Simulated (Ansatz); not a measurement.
**FGeH8N3Si: up Jacob's ladder to CCSD(T)**

One table from this session's results is given with a row withheld; the runs are named, their logs left out.

The runs use Ansatz 0.2.0, Gaussian basis; functionals in def2-TZVPP, the program's frozen cores in correlated methods.

The runs, in order: PBE-D4, r2SCAN-D4, PBE0-D4, B3LYP-D4, ωB97X-V, ωB97M-V, B2PLYP; CCSD(T)/def2-TZVPP; MP2/def2-QZVPP; extrapolation to the limit.

## The geometry

The geometry comes from an earlier relaxation with PBE0-D4 in a triple-zeta def2 set; it is a stationary point, not always the lowest conformer.

SMILES `[NH2][GeH2][NH][SiH](N)F`, 14 atoms, charge 0, spin multiplicity 1.

Atoms are counted from 1 here; the program's logs count them from 0.

Bond lengths: N1–Ge2 1.849 Å, N1–H7 1.012 Å, N1–H8 1.012 Å, Ge2–N3 1.830 Å, Ge2–H9 1.544 Å, Ge2–H10 1.536 Å, N3–Si4 1.707 Å, N3–H11 1.008 Å, Si4–N5 1.688 Å, Si4–F6 1.607 Å, Si4–H12 1.481 Å, N5–H13 1.004 Å, N5–H14 1.011 Å. Angles: Ge2–N1–H7 113.9°, Ge2–N1–H8 114.1°, H7–N1–H8 108.4°, N1–Ge2–N3 107.0°, N1–Ge2–H9 114.3°, N1–Ge2–H10 105.3°, N3–Ge2–H9 105.7°, N3–Ge2–H10 112.8°, H9–Ge2–H10 111.8°, Ge2–N3–Si4 126.4°, Ge2–N3–H11 115.0°, Si4–N3–H11 118.2°, N3–Si4–N5 106.5°, N3–Si4–F6 106.4°, N3–Si4–H12 116.3°, N5–Si4–F6 116.1°, N5–Si4–H12 108.8°, F6–Si4–H12 103.1° and more.

Coordinates:

| atom | x (Å) | y (Å) | z (Å) |
| --- | --- | --- | --- |
| N1 | -1.2222 | 1.1432 | -1.0908 |
| Ge2 | -0.6189 | -0.5871 | -1.3350 |
| N3 | -0.1650 | -1.2327 | 0.3159 |
| Si4 | 0.9258 | -0.5195 | 1.4184 |
| N5 | 1.2360 | 1.0383 | 0.8464 |
| F6 | 0.2357 | -0.6157 | 2.8661 |
| H7 | -1.2296 | 1.6976 | -1.9368 |
| H8 | -2.1356 | 1.2048 | -0.6603 |
| H9 | -1.6834 | -1.5609 | -1.8850 |
| H10 | 0.5869 | -0.4668 | -2.2782 |
| H11 | -0.7022 | -2.0279 | 0.6249 |
| H12 | 2.2144 | -1.2223 | 1.6125 |
| H13 | 2.0483 | 1.5692 | 1.1051 |
| H14 | 0.5098 | 1.5799 | 0.3968 |

The first run:

Contents of in.yaml:

```yaml
crystal:
  periodic: [false, false, false]
  atoms:
    - {symbol: N, position_ang: [-1.222228, 1.143152, -1.090771]}
    - {symbol: Ge, position_ang: [-0.618859, -0.587130, -1.334982]}
    - {symbol: N, position_ang: [-0.165022, -1.232717, 0.315897]}
    - {symbol: Si, position_ang: [0.925833, -0.519539, 1.418429]}
    - {symbol: N, position_ang: [1.236038, 1.038289, 0.846352]}
    - {symbol: F, position_ang: [0.235698, -0.615747, 2.866104]}
    - {symbol: H, position_ang: [-1.229577, 1.697595, -1.936835]}
    - {symbol: H, position_ang: [-2.135575, 1.204825, -0.660322]}
    - {symbol: H, position_ang: [-1.683447, -1.560867, -1.884990]}
    - {symbol: H, position_ang: [0.586864, -0.466799, -2.278195]}
    - {symbol: H, position_ang: [-0.702234, -2.027862, 0.624851]}
    - {symbol: H, position_ang: [2.214418, -1.222332, 1.612534]}
    - {symbol: H, position_ang: [2.048310, 1.569229, 1.105097]}
    - {symbol: H, position_ang: [0.509780, 1.579883, 0.396812]}
basis:
  gaussian: {orbitals: def2-TZVPP}
hamiltonian: {xc: pbe, dispersion: d4}
output: {forces: true, orbitals: {seedname: orbitals}}
```

The run is started by

```console
$ ansatz run in.yaml --threads 2 --pin off --events-out ev --progress --plain --max-ram 31744MiB --backend cuda --devices 0, --max-vram 18GiB
```

Among the steps run: PBE-D4 (GGA); r2SCAN-D4 (meta-GGA); PBE0-D4 (hybrid); B3LYP-D4 (hybrid); ωB97X-V (range-separated); ωB97M-V (range-separated); B2PLYP (double hybrid); CCSD(T) in def2-TZVPP; MP2 in def2-QZVPP.

One of the session's tables, all rows but one given; the rest of the session is left out.

| method | atomisation energy (eV) |
| --- | --- |
| PBE-D4 | 50.655 |
| r2SCAN-D4 | 49.846 |
| PBE0-D4 | 49.669 |
| B3LYP-D4 | 50.199 |
| ωB97X-V | 50.541 |
| ωB97M-V | 50.308 |
| B2PLYP | 49.592 |
| HF/def2-TZVPP | ? |
| MP2/def2-TZVPP | 49.424 |
| CCSD/def2-TZVPP | 48.015 |
| CCSD(T)/def2-TZVPP | 48.779 |
| MP2/CBS | 51.034 |
| CCSD(T)/CBS | 50.389 |

**Question.** Estimate the row for HF/def2-TZVPP.

As computed: atomisation energy (eV): 34.428. In the column «atomisation energy (eV)» it is the lowest.

Limits of these values: Free atoms (3 N, 1 Ge, 1 Si, 1 F, 8 H) were run apart at each level; the atomisation energy is their sum less the molecule, without zero-point or spin-orbit terms.
